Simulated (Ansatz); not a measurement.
**AlIn2: a closer look at a trial structure**

This session takes a relaxed cell of AlIn2 and sets out to repeat the electronic structure at other levels of theory.

Computed with Ansatz 0.2.0 (DFT PBE, scalar-relativistic, plane waves, PAW, unless a step names another level, unless a step's input says otherwise).

## Step 1: The starting structure

The structure is orthorhombic, space group Fmmm (No. 69). Conventional cell: a = 5.416 Å, b = 10.369 Å, c = 10.411 Å, α = 90.00°, β = 90.00°, γ = 90.00°. Al (site symmetry 222) has 2 Al at 2.71 Å and 8 In at 3.09 to 3.10 Å in its first shell of neighbours. Around In (site symmetry mm2) lie 4 Al at 3.09 Å and 7 In at 3.21 to 3.53 Å. In (site symmetry m2m) has 4 Al at 3.10 Å and 7 In at 3.21 to 3.53 Å in its first shell of neighbours.

Structure file:

```
CELL_PARAMETERS angstrom
0.00000 5.20560 5.18435
2.70804 0.00000 5.18435
2.70804 5.20560 0.00000
ATOMIC_POSITIONS crystal
Al 0.25000 0.25000 0.25000
Al 0.75000 0.75000 0.75000
In 0.65425 0.34575 0.65425
In 0.84534 0.84534 0.15466
In 0.15466 0.15466 0.84534
In 0.34575 0.65425 0.34575
```

It is the end of an earlier relaxation with the same method, from a database cell with other species swapped in; it is a trial structure. At a tolerance of 0.05 Å it has space group I4/mcm (No. 140); it has 24.36 Å³/atom, an uncorrected energy of +0.08 eV/atom over the elements and, on its mesh, gap none (metal).

## Step 2: The same geometry with LDA

The input, input.yaml:

```yaml
crystal:
  lattice:
    - [0.0, 5.2056011742, 5.1843525573]
    - [2.7080442033, 0.0, 5.1843525573]
    - [2.7080442033, 5.2056011742, 0.0]
  atoms:
    - { symbol: Al, position: [0.25, 0.25, 0.25] }
    - { symbol: Al, position: [0.75, 0.75, 0.75] }
    - { symbol: In, position: [0.6542510281, 0.3457489719, 0.6542510281] }
    - { symbol: In, position: [0.8453364037, 0.8453364037, 0.1546635963] }
    - { symbol: In, position: [0.1546635963, 0.1546635963, 0.8453364037] }
    - { symbol: In, position: [0.3457489719, 0.6542510281, 0.3457489719] }
basis:
  ecutwfc: 420
kpoints:
  mp_grid: { grid: [8, 8, 8] }
  band_path:
    path:
      - [[0.0, 0.0, 0.0], [-0.5, -0.5, 0.0], [-1.0, -0.5, -0.5], [-0.5, 0.0, -0.5], [0.0, 0.0, 0.0], [0.0, -0.38586879, -0.38586879]]
      - [[-1.0, -0.61413121, -0.61413121], [-1.0, -0.5, -0.5]]
      - [[-0.5, -0.5, 0.0], [-0.5, -0.74944427, -0.24944427]]
      - [[-0.5, -0.25055573, -0.75055573], [-0.5, 0.0, -0.5]]
    npoints: 14
hamiltonian:
  xc: lda
scf:
  occupations: { method: gaussian, width: 0.1 }
  n_extra_bands: 15
output:
  forces: true
  stress: true
  eigenvalues: true
  populations: true
  dos: { projected: true, de: 0.02, nscf_kmesh: { grid: [10, 10, 10] } }
  bader: true
```

Run with:

```console
$ ansatz run input.yaml --threads 1 --pin off --max-ram 2560MiB --backend cpu --events-out ev --progress --plain --runs-dir out
```

**Question.** What will these runs give? Wanted: gap; states at the Fermi level; Bader charges.

**Answer**, as computed:

| quantity | value |
| --- | --- |
| gap (LDA) | none (metal) |
| states at the Fermi level (LDA) | 2.68 per eV per cell |
| Bader charges (LDA) | Al +0.16, In -0.08 e |

All levels find a metal. At this fixed cell LDA gives -3.9 GPa, so it would relax to a smaller volume.
